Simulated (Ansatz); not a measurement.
# AlBFH5OSi: one species, many methods

An exercise on one series of results from a longer session: the logs are not shown, and one member is left open.

Method: functionals in def2-TZVPP, the program's frozen cores in correlated methods; program: Ansatz 0.2.0, Gaussian basis.

Plan: LDA (SPW92), PBE-D4, revPBE-D4, BLYP-D4, r2SCAN-D4, B97M-V, PBE0-D4, B3LYP-D4, r2SCANh-D4, r2SCAN0-D4, HSE06-D4, BHLYP-D4, CAM-B3LYP-D4, LC-ωPBE, ωB97X-V, ωB97M-V, B2PLYP, PBE-QIDH; CCSD(T)/def2-SVP; CCSD(T)/def2-TZVPP; MP2/def2-QZVPP; extrapolation to the limit; RPA on PBE.

### The geometry

An earlier PBE0-D4 in a triple-zeta def2 set relaxation fixed the geometry.

10 atoms, charge 0, spin multiplicity 1.

Atoms are counted from 1 here; the program's logs count them from 0.

Bond lengths: O1–B2 1.352 Å, O1–H6 0.962 Å, B2–Si3 2.027 Å, B2–H7 1.205 Å, Si3–F4 1.621 Å, Si3–Al5 2.466 Å, Si3–H8 1.498 Å, Al5–H9 1.590 Å, Al5–H10 1.589 Å. Angles: B2–O1–H6 114.0°, O1–B2–Si3 117.2°, O1–B2–H7 119.8°, Si3–B2–H7 122.9°, B2–Si3–F4 109.3°, B2–Si3–Al5 112.9°, B2–Si3–H8 108.0°, F4–Si3–Al5 111.1°, F4–Si3–H8 106.5°, Al5–Si3–H8 108.7°, Si3–Al5–H9 118.7°, Si3–Al5–H10 122.1°, H9–Al5–H10 119.2°.

Set-up of the first run:

in.yaml reads:

```yaml
crystal:
  periodic: [false, false, false]
  atoms:
    - {symbol: O, position_ang: [-0.176758, 1.450209, 1.612349]}
    - {symbol: B, position_ang: [0.253738, 0.169963, 1.544122]}
    - {symbol: Si, position_ang: [-0.363994, -0.932572, -0.040333]}
    - {symbol: F, position_ang: [0.279437, -2.417288, 0.056542]}
    - {symbol: Al, position_ang: [0.156145, 0.122849, -2.207467]}
    - {symbol: H, position_ang: [0.141617, 1.929881, 2.382556]}
    - {symbol: H, position_ang: [0.994462, -0.259176, 2.392219]}
    - {symbol: H, position_ang: [-1.847899, -1.104640, 0.065397]}
    - {symbol: H, position_ang: [-0.571535, 1.484646, -2.586640]}
    - {symbol: H, position_ang: [1.217888, -0.494971, -3.215744]}
basis:
  gaussian: {orbitals: def2-TZVPP}
hamiltonian: {xc: lda}
output: {orbitals: {seedname: orbitals}}
```

Among the steps run: LDA; PBE-D4 (GGA); revPBE-D4 (GGA); BLYP-D4 (GGA); r2SCAN-D4 (meta-GGA); B97M-V (meta-GGA); PBE0-D4 (hybrid); B3LYP-D4 (hybrid); r2SCANh-D4 (hybrid); r2SCAN0-D4 (hybrid); HSE06-D4 (hybrid); BHLYP-D4 (hybrid); CAM-B3LYP-D4 (range-separated); LC-ωPBE (range-separated); ωB97X-V (range-separated); ωB97M-V (range-separated); B2PLYP (double hybrid); PBE-QIDH (double hybrid).

One table of the session follows, with a row left open; its other results are not shown here.

It belongs to the step «Frontier levels by functional». 

```
  functional  HOMO (eV)  LUMO (eV)  gap (eV)
 LDA (SPW92)      -6.05      -3.09      2.96
      PBE-D4      -5.96      -2.87      3.09
   revPBE-D4      -5.92      -2.76      3.15
     BLYP-D4      -5.84      -2.73      3.11
   r2SCAN-D4      -6.19      -2.64      3.55
      B97M-V      -6.28      -2.84      3.44
     PBE0-D4          ?          ?         ?
    B3LYP-D4      -6.88      -2.30      4.58
  r2SCANh-D4      -6.60      -2.38      4.22
  r2SCAN0-D4      -7.21      -1.99      5.22
    HSE06-D4      -6.67      -2.48      4.19
    BHLYP-D4      -8.09      -1.32      6.76
CAM-B3LYP-D4      -8.32      -1.15      7.17
     LC-ωPBE      -9.59      -0.08      9.51
     ωB97X-V      -9.28      -0.19      9.09
     ωB97M-V      -9.03      -0.46      8.57
```

Estimate the missing values for PBE0-D4.

As computed: HOMO (eV): -7.06; LUMO (eV): -2.11; gap (eV): 4.95. In the column «HOMO (eV)» it lies between r2SCAN0-D4 (-7.21) and B3LYP-D4 (-6.88).
